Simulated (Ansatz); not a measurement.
# LiPd2N3: the cost of one run

Computed with Ansatz 0.2.0 (DFT PBE, scalar-relativistic, plane waves, PAW, unless a step's input says otherwise).

**1. Starting point**

Symmetry: P4mm, No. 99, tetragonal system. Conventional cell: a = 4.164 Å, b = 4.164 Å, c = 4.254 Å, α = 90.00°, β = 90.00°, γ = 90.00°. Li (site symmetry 4mm) has 5 N at 1.74 to 2.12 Å in its first shell of neighbours. Around Pd (site symmetry 2mm) lie 3 N at 1.65 to 2.14 Å. Around N (site symmetry 4mm) lie 1 Li at 1.74 Å and 4 Pd at 2.14 Å. N (site symmetry 2mm) has 1 Pd at 1.65 Å and 2 Li at 2.12 Å in its first shell of neighbours.

Structure file:

```
Li Pd N
1.0
     4.16429    0.00000    0.00000
     0.00000    4.16429    0.00000
     0.00000    0.00000    4.25447
Li Pd N
1 2 3
Direct
  0.00000 0.00000 0.87895
  0.50000 0.00000 0.16978
  0.00000 0.50000 0.16978
  0.00000 0.00000 0.28748
  0.50000 0.00000 0.78105
  0.00000 0.50000 0.78105
```

A structure generator made this guess: random cell by space group and Wyckoff sites (P4mm, No. 99). The dimensions are guesses.

**2. A first look at the guess**

input.yaml

```yaml
crystal:
  lattice:
    - [4.16428786, 0.0, 0.0]
    - [0.0, 4.16428786, 0.0]
    - [0.0, 0.0, 4.254468]
  atoms:
    - { symbol: Li, position: [0.0, 0.0, 0.87894911] }
    - { symbol: Pd, position: [0.5, 0.0, 0.16977518] }
    - { symbol: Pd, position: [0.0, 0.5, 0.16977518] }
    - { symbol: "N", position: [0.0, 0.0, 0.28747579] }
    - { symbol: "N", position: [0.5, 0.0, 0.78105013] }
    - { symbol: "N", position: [0.0, 0.5, 0.78105013] }
basis:
  ecutwfc: 420
kpoints:
  mp_grid: { grid: [4, 4, 4] }
hamiltonian:
  xc: pbe
scf:
  occupations: { method: gaussian, width: 0.1 }
  lower_state_search: "off"
output:
  forces: true
  stress: true
  eigenvalues: true
```

On the command line:

```
$ ansatz run input.yaml --threads 1 --pin off --max-ram 2560MiB --backend cpu --events-out ev --progress --plain --runs-dir out
```

Q: Estimate wall time and peak memory on 1 thread of Intel Xeon Platinum 8223CL at 3.00GHz (Skylake/Cascade Lake), shared host.

About 3 s, with a peak of 0.37 GiB.
